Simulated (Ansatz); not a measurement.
# Ta3AsAu2O13 (P1) in Ansatz: further runs

The runs below take Ta3AsAu2O13 through relaxation of cell and atoms, with PBE.

All numbers are computed with Ansatz 0.2.0; they aren't measurements. Logs are shortened: lines on timing, memory, paths and dates and some standing lists are left out, and cuts for length are marked.

### 1 The structure

The typed cell holds 19 atoms: a = 5.402 Å, b = 5.959 Å, c = 8.675 Å, α = 100.05°, β = 94.76°, γ = 109.79°.

The cell was built by a generator and needn't be a form met in nature.

### 2 Relaxation of cell and atoms, PBE, target pressure 2 GPa, at which the enthalpy is minimised

The input, input.yaml:

```yaml
crystal:
  lattice:
    - [5.40201, 0.0, 0.0]
    - [-2.018, 5.60729, 0.0]
    - [-0.72047, -1.86882, 8.4406]
  atoms:
    - { symbol: Ta, position: [0.37386, 0.58885, 0.59831] }
    - { symbol: Ta, position: [0.46236, 0.26627, 0.18689] }
    - { symbol: Ta, position: [0.7083, 0.86746, 0.02761] }
    - { symbol: As, position: [0.97877, 0.98236, 0.65371] }
    - { symbol: Au, position: [0.10388, 0.53998, 0.17237] }
    - { symbol: Au, position: [0.66302, 0.32022, 0.80522] }
    - { symbol: O, position: [0.06196, 0.03577, 0.14158] }
    - { symbol: O, position: [0.98182, 0.01457, 0.8513] }
    - { symbol: O, position: [0.11152, 0.27055, 0.61508] }
    - { symbol: O, position: [0.16027, 0.81199, 0.58364] }
    - { symbol: O, position: [0.43055, 0.5336, 0.06777] }
    - { symbol: O, position: [0.91171, 0.61275, 0.98081] }
    - { symbol: O, position: [0.60406, 0.15754, 0.98626] }
    - { symbol: O, position: [0.55565, 0.98713, 0.20984] }
    - { symbol: O, position: [0.30756, 0.45473, 0.35006] }
    - { symbol: O, position: [0.79668, 0.50556, 0.28659] }
    - { symbol: O, position: [0.6638, 0.88131, 0.55106] }
    - { symbol: O, position: [0.47145, 0.71751, 0.81742] }
    - { symbol: O, position: [0.65279, 0.45184, 0.61449] }
hamiltonian:
  xc: pbe
  pseudopotentials: { kind: paw }
kpoints:
  mp_grid: { grid: [4, 4, 3] }
scf:
  occupations: { method: fermi_dirac, width: 0.05 }
output:
  forces: true
  stress: true
  eigenvalues: true
relax:
  f_tol: 0.01
  max_steps: 40
  cell: { stress_tol: 0.05, p_target: 2.0 }
```

Potentials or basis: Ansatz PAW.

Command:

```console
$ ansatz run input.yaml --threads 8 --pin off --max-ram 20480MiB --backend cpu --events-out ev --progress --plain --runs-dir out
```

The program printed:

```text
Warning: RAYON_NUM_THREADS=8 ignored (pool sized by the plan → 8); use --threads N
Engine: ansatz 0.2.0, x86_64-unknown-linux-gnu
Pseudopotentials: kind: paw
Pseudopotential: Ta, paw, valence charge 13, recommended cutoff 420 eV (normal), Ta.paw.azcp
Pseudopotential: As, paw, valence charge 15, recommended cutoff 420 eV (normal), As.paw.azcp
Pseudopotential: Au, paw, valence charge 19, recommended cutoff 420 eV (normal), Au.paw.azcp
Pseudopotential: O, paw, valence charge 6, recommended cutoff 420 eV (normal), O.paw.azcp
Functional definition: PBE
  parameter kappa = 0.804
  parameter beta = 0.06672455060314922
  exchange = pbe_x(kappa = kappa, mu = beta*pi^2/3)
  correlation = pbe_c(beta = beta)
Crystal: 19 atoms, lattice volume = 255.671 Å³
Basis set: ecut = 420 eV, 4975 PW (Γ), exchange–correlation on 80×80×120 points (8 copies of the dense FFT grid, shifted against one another)
Bands: 104, of which v1, the nominal top of the filled ones, is band 85 counted from 1 (84 counted from 0)
Symmetry: 1 space group operations
Space group: P1 (ITA 1), of the structure as read, at distance tolerance 6.3e-5 Å
k-points: 26 of 48 (time reversal used)
Non-local potential: Ta, projectors of the file, l = 0: 3, l = 1: 2, l = 2: 2, l = 3: 1
Non-local potential: As, projectors of the file, l = 0: 2, l = 1: 2, l = 2: 3, l = 3: 1
Non-local potential: Au, projectors of the file, l = 0: 3, l = 1: 2, l = 2: 2, l = 3: 1
Non-local potential: O, projectors of the file, l = 0: 2, l = 1: 2, l = 2: 1
PAW form: soft (Blöchl's): semilocal exchange-correlation on the pseudo side does not see the compensation charge
PAW one-centre angular grid: Ta, 590 points (default); XC on 64 Gauss nodes
PAW one-centre angular grid: As, 590 points (default); XC on 64 Gauss nodes
PAW one-centre angular grid: Au, 590 points (default); XC on 64 Gauss nodes
PAW one-centre angular grid: O, 110 points (default); XC on 64 Gauss nodes
Initial density: superposition of atomic densities (neutral atoms: chi_scale 0, normalization atom), corrected by the library's trained network
Initial wavefunctions: pseudopotential atomic-orbital guess
Functional: x = pbe(κ = 0.804, μ = 0.2195149727645171), c = pbe(β = 0.06672455060314922)
SCF iter   1: F=—  HF=-68326.733970 eV  |F-HF|=—  |Δ(HF+E_count)|=         —  Δρ=1.23e-2  dr2=4.92e-1  ethr=1.77e-3  ⟨swp⟩=6.1  Hψ=9464  notcnv=0  defer=214
preconditioner: auto → Resta (q_TF=auto, 2.549 Å⁻¹)  ε∞=6.1  [insulator: Δε(μ)=0.826 eV  Ē_g=11.239 eV  σ=0.050 eV  W_gap=1.00  n_scr=72 (ndim 8)  ℏωp=25.4 eV  f_vac=0.126  D(μ)=0.01/eV (n_scr^D=0)  ε∞_Penn≈6.1]
[... 227 lines left out ...]
  E_vxc        = -2449.050033  (∫ρ·V_xc dr)
  E_paw        = -48496.912662  (= ΣΔE_a)
  E_vpaw       = -1299.922719  (= ΣTr[D̂ρ^β])
  E_aug_tail   = 0.035429  (compensation charges beyond the density's cutoff)
  E_ewald      = -13165.837835
  E_smearing   = -0.001901  (= −TS)
  E_closure    = 0.000000  (closes the sum)
  Σ components = -68326.601190   (vs F -68326.601190, Δ=0.00e0)
--- Forces (eV/Å), atoms counted from 1 ---
  atom   1  Ta    -0.00298524     0.00348747     0.00414853
  atom   2  Ta     0.00547403    -0.00332859    -0.00325053
  atom   3  Ta    -0.00077831    -0.00135655    -0.00307773
  atom   4  As    -0.00005999     0.00230403     0.00656346
  atom   5  Au     0.00035147     0.00108796    -0.00198417
  atom   6  Au    -0.00137763     0.00291940    -0.00191255
[... 11 lines left out ...]
  atom  18  O      0.00163511    -0.00437708    -0.00509123
  atom  19  O      0.00051109    -0.00296185     0.00185526
  max |Σ_I F_I| component: 3.84e-6 eV/Å
--- Stress (GPa, compression-positive) ---
        2.003740       0.005352      -0.005981
        0.005352       2.002147       0.007176
       -0.005981       0.007176       1.974726
  P = ⅓ Tr σ = 1.9935 GPa (19.935 kbar)
--- Band table (eV; the first three rows and the last of 26) ---
  k-point 0: bands = ["-97.1526", "-96.8598", "-59.8021", "-59.6718", "-59.6595", "-48.8726", "-48.7984", "-48.6735", "-48.4120", "-48.0089", "-47.7839", "-28.1588", "-28.1334", "-28.1141", "-28.0459", "-28.0312", "-26.4432", "-26.3371", "-26.2827", "-26.2740", "-26.2601", "-26.2417", "-26.2251", "-26.1868", "-26.1381", "-11.7056", "-10.4472", "-9.6028", "-9.4778", "-9.4443", "-9.2808", "-9.2306", "-9.1144", "-8.6765", "-8.5987", "-8.5018", "-8.4115", "-8.0219", "-1.2684", "1.4253", "1.7589", "1.9682", "2.1715", "2.2923", "2.6766", "2.7107", "2.7868", "3.0406", "3.0600", "3.2535", "3.4035", "3.5006", "3.8222", "3.9886", "4.2408", "4.3247", "4.5916", "4.7984", "4.8858", "4.9622", "5.0783", "5.2534", "5.3505", "5.4280", "5.6800", "5.7370", "5.8443", "6.1070", "6.2860", "6.3585", "6.5645", "6.6647", "6.7928", "6.8768", "6.9364", "7.0821", "7.1364", "7.2587", "7.2964", "7.5154", "7.6059", "7.6876", "7.7112", "8.0069", "8.0830", "8.9023", "10.2585", "11.4717", "11.6580", "11.9454", "12.0148", "12.3056", "12.4918", "12.7248", "13.2543", "13.3558", "13.4840", "14.4401", "14.6583", "14.8641", "15.4131", "15.7231", "15.7693", "16.1237"]
  k-point 1: bands = ["-97.1526", "-96.8598", "-59.8021", "-59.6718", "-59.6595", "-48.8726", "-48.7984", "-48.6735", "-48.4120", "-48.0089", "-47.7839", "-28.1588", "-28.1334", "-28.1141", "-28.0459", "-28.0312", "-26.4437", "-26.3376", "-26.2821", "-26.2756", "-26.2582", "-26.2411", "-26.2221", "-26.1895", "-26.1390", "-11.7017", "-10.4310", "-9.6103", "-9.4822", "-9.4544", "-9.3071", "-9.2305", "-9.1544", "-8.6596", "-8.5890", "-8.4991", "-8.3705", "-8.0171", "-1.2667", "1.4804", "1.6350", "1.9639", "2.1437", "2.2743", "2.5396", "2.6474", "2.7801", "3.0854", "3.2070", "3.2545", "3.4128", "3.6580", "3.8153", "4.1017", "4.2273", "4.4228", "4.5238", "4.6415", "4.7840", "4.9934", "5.1069", "5.3094", "5.4243", "5.5322", "5.6776", "5.7980", "5.9629", "6.0845", "6.1952", "6.3068", "6.5234", "6.6403", "6.7215", "6.8231", "6.8916", "7.0500", "7.1251", "7.2425", "7.3497", "7.5053", "7.5816", "7.6825", "7.7048", "8.0278", "8.0987", "8.7892", "10.3373", "11.5578", "11.7009", "11.9167", "12.0368", "12.2749", "12.5575", "12.8037", "13.2279", "13.3775", "13.4806", "14.3322", "14.6234", "14.8583", "15.2721", "15.7217", "15.8295", "16.0021"]
  k-point 2: bands = ["-97.1526", "-96.8598", "-59.8021", "-59.6718", "-59.6595", "-48.8726", "-48.7984", "-48.6735", "-48.4120", "-48.0089", "-47.7839", "-28.1587", "-28.1334", "-28.1141", "-28.0460", "-28.0312", "-26.4423", "-26.3379", "-26.2949", "-26.2701", "-26.2538", "-26.2412", "-26.2226", "-26.1874", "-26.1395", "-11.6099", "-10.3223", "-9.6878", "-9.6133", "-9.4630", "-9.3959", "-9.1793", "-9.0989", "-8.7360", "-8.6208", "-8.4935", "-8.3604", "-8.0263", "-1.0091", "1.4610", "1.6720", "1.9263", "2.1022", "2.3560", "2.6260", "2.6477", "2.7992", "2.9772", "3.0358", "3.3716", "3.5223", "3.7150", "3.8340", "4.0825", "4.2049", "4.3107", "4.4534", "4.6484", "4.8822", "4.9904", "5.0432", "5.2023", "5.2982", "5.4705", "5.6476", "5.8664", "5.9996", "6.0750", "6.2314", "6.3667", "6.4788", "6.6255", "6.7834", "6.9165", "6.9706", "7.0165", "7.1158", "7.2362", "7.2813", "7.4304", "7.5141", "7.6314", "7.7849", "7.8635", "8.0650", "8.9297", "10.2593", "11.4707", "11.6921", "11.9117", "12.0959", "12.4442", "12.6487", "12.8061", "13.2053", "13.4188", "13.5767", "14.3983", "14.6355", "14.7277", "15.4234", "15.5724", "15.9881", "16.1875"]
  k-point 25: bands = ["-97.1526", "-96.8598", "-59.8020", "-59.6718", "-59.6596", "-48.8726", "-48.7984", "-48.6735", "-48.4120", "-48.0089", "-47.7839", "-28.1587", "-28.1333", "-28.1141", "-28.0459", "-28.0312", "-26.4415", "-26.3415", "-26.2964", "-26.2734", "-26.2524", "-26.2434", "-26.2252", "-26.1862", "-26.1314", "-11.5819", "-10.0179", "-9.8303", "-9.7989", "-9.4736", "-9.2502", "-9.1816", "-9.0711", "-8.7944", "-8.6874", "-8.5507", "-8.3868", "-8.0312", "-0.9969", "1.4040", "1.5913", "1.8342", "1.9432", "2.4322", "2.5985", "2.7519", "2.9829", "3.1109", "3.2467", "3.3263", "3.5686", "3.7676", "3.9854", "4.0900", "4.2951", "4.5019", "4.5997", "4.7505", "4.8287", "4.9247", "5.1212", "5.2679", "5.3986", "5.4647", "5.5586", "5.6322", "5.8214", "5.9087", "6.0784", "6.2464", "6.4346", "6.4938", "6.6319", "6.6814", "6.7726", "7.0209", "7.1320", "7.2149", "7.3005", "7.4782", "7.5437", "7.6263", "7.6974", "7.8966", "8.2992", "8.8710", "9.8817", "11.4319", "11.9812", "12.0527", "12.2878", "12.4326", "12.6580", "12.8769", "13.0233", "13.4054", "13.9382", "14.0727", "14.6397", "15.0533", "15.3325", "15.4711", "16.0522", "16.3523"]
--- Relaxed structure (13 steps of the walk, 11 accepted, 2 SCFs on fresh bases) ---
  F+E_penalty+E_count = -68326.60119004 eV   max|allowed force component| = 6.564e-3 eV/Å   (the final SCF, on the basis selected at the relaxed cell)
  cell:  # Å, volume = 249.2605 Å³
    - [5.3773600102258605, 0.010617463107978465, -0.005219803558264252]
    - [-1.997770701262132, 5.5632515522825035, 0.0020267967149088994]
    - [-0.7290114175810049, -1.856764955820881, 8.326895798437748]
  atoms:
    - { symbol: Ta, position: [0.3696175701684622, 0.5899714713329178, 0.5978112479612933] }
    - { symbol: Ta, position: [0.46526729469655276, 0.2631327214649121, 0.18842322986152701] }
    - { symbol: Ta, position: [0.712187802217802, 0.8650343243884738, 0.030340864689572505] }
    - { symbol: As, position: [0.9751182984544027, 0.9831197222245934, 0.6548590880800423] }
    - { symbol: Au, position: [0.10362713210064103, 0.5390202780730158, 0.1694175254072738] }
    - { symbol: Au, position: [0.6561691207116654, 0.31180473449821905, 0.7988516848810189] }
    - { symbol: O, position: [0.06842096679659385, 0.03098304233686348, 0.14697329587431887] }
    - { symbol: O, position: [0.985367789847367, 0.014288163721012603, 0.8550915162019934] }
    - { symbol: O, position: [0.11100316863345108, 0.27316952045307674, 0.6169439126130415] }
    - { symbol: O, position: [0.1551277901498343, 0.8135385990026568, 0.5794579908313021] }
    - { symbol: O, position: [0.4297678673895611, 0.5293048267679955, 0.06506714585198366] }
    - { symbol: O, position: [0.9098630869765012, 0.6077254365095364, 0.9748669043494276] }
    - { symbol: O, position: [0.6021084522471754, 0.15260858199279403, 0.9851829134442099] }
    - { symbol: O, position: [0.5660306488930402, 0.9877530956160143, 0.2167799205408865] }
    - { symbol: O, position: [0.3090830360357586, 0.4582667741784521, 0.349585747892619] }
    - { symbol: O, position: [0.7994027789078556, 0.5115818584599908, 0.2872692940566202] }
    - { symbol: O, position: [0.6573902700250236, 0.8953462691361905, 0.5551682216303735] }
    - { symbol: O, position: [0.47031905040360394, 0.7173275077536951, 0.8187745157920252] }
    - { symbol: O, position: [0.6541378753447094, 0.4560130720895914, 0.6091449800404699] }
```

Run time: 89 s. Hardware: 8 threads of Intel Xeon 6975P-C (Granite Rapids), shared host; peak memory 1.7 GiB.

Results:

```
Free energy                                            : -68326.6012 eV
Relaxed volume                                         : 13.12 Å³/atom
Relaxed cell                                           : a = 5.377 Å, b = 5.911 Å, c = 8.562 Å, α = 100.08°, β = 94.96°, γ = 109.64°
Space group after relaxing (to 0.05 Å)                 : P1 (No. 1)
Energy change on relaxing (the enthalpy is what falls) : +2.1 meV/atom
Ionic steps                                            : 13
Pressure after relaxing                                : 2.0 GPa
Largest force after relaxing                           : 0.007 eV/Å
Band gap on the k mesh                                 : 0.48 eV, indirect (least direct gap 0.57 eV)
```

Forces on the atoms (eV/Å):
```
Ta  -0.003  0.003  0.004
Ta   0.005 -0.003 -0.003
Ta  -0.001 -0.001 -0.003
As   0.000  0.002  0.007
Au   0.000  0.001 -0.002
Au  -0.001  0.003 -0.002
O    0.000 -0.001 -0.001
O    0.002  0.000 -0.002
O    0.000 -0.001 -0.002
O    0.002 -0.003 -0.002
O    0.002  0.000 -0.001
O   -0.002  0.001  0.000
O   -0.002  0.000  0.005
O   -0.002  0.004 -0.001
O    0.000  0.001  0.006
O   -0.001  0.000  0.000
O   -0.001  0.000  0.001
O    0.002 -0.004 -0.005
O    0.001 -0.003  0.002
```

Step by step:
```
step  energy change (eV)  largest force (eV/Å)  volume (Å³)
   1              0.0000                0.0075       255.67
   2              0.0214                0.1928       249.95
   3              0.0097                0.1145       250.68
   4              0.0083                0.0886       250.60
   5              0.0117                0.0300       249.92
   6              0.0125                0.0165       249.81
   7              0.0131                0.0162       249.72
   8              0.0129                0.0184       249.74
   9              0.0128                0.0109       249.75
  10              0.0333                0.0110       249.75
  11              0.0388                0.0166       249.08
  12              0.0371                0.0072       249.26
  13              0.0390                0.0072       249.26
```

Final structure:
```
Ta As Au O
1.0
     5.37736    0.01062   -0.00522
    -1.99777    5.56325    0.00203
    -0.72901   -1.85676    8.32690
Ta As Au O
3 1 2 13
Direct
  0.36962 0.58997 0.59781
  0.46527 0.26313 0.18842
  0.71219 0.86503 0.03034
  0.97512 0.98312 0.65486
  0.10363 0.53902 0.16942
  0.65617 0.31180 0.79885
  0.06842 0.03098 0.14697
  0.98537 0.01429 0.85509
  0.11100 0.27317 0.61694
  0.15513 0.81354 0.57946
  0.42977 0.52930 0.06507
  0.90986 0.60773 0.97487
  0.60211 0.15261 0.98518
  0.56603 0.98775 0.21678
  0.30908 0.45827 0.34959
  0.79940 0.51158 0.28727
  0.65739 0.89535 0.55517
  0.47032 0.71733 0.81877
  0.65414 0.45601 0.60914
```

Levels at points of the mesh, in eV from the valence-band top:
```csv
k point,band 82,band 83,band 84,band 85,band 86,band 87,band 88,band 89
"(0.00, 0.00, 0.00)",-0.61,-0.59,-0.29,-0.22,0.60,1.96,3.17,3.36
"(0.00, -0.50, 0.00)",-0.67,-0.61,-0.46,-0.31,0.54,1.96,3.20,3.40
"(-0.50, 0.00, 0.00)",-0.70,-0.67,-0.33,-0.19,0.53,1.81,3.42,3.50
"(-0.50, -0.50, 0.00)",-0.69,-0.58,-0.36,-0.02,0.56,1.75,3.18,3.65
```

Caveat: odd divisions of the mesh miss points on the zone boundary, where band edges often lie, so the gap on the mesh can be too wide; the plane-wave basis is chosen anew once the cell has moved, so the energies of steps on either side of that aren't comparable; the pressure holds a Pulay correction of +0.7 GPa for the finite cutoff; spin-orbit coupling is left out, which moves the levels of the heavy elements. PBE gaps usually lie below the measured ones, often by a third to a half.

(Continued in part 2 of 2.)
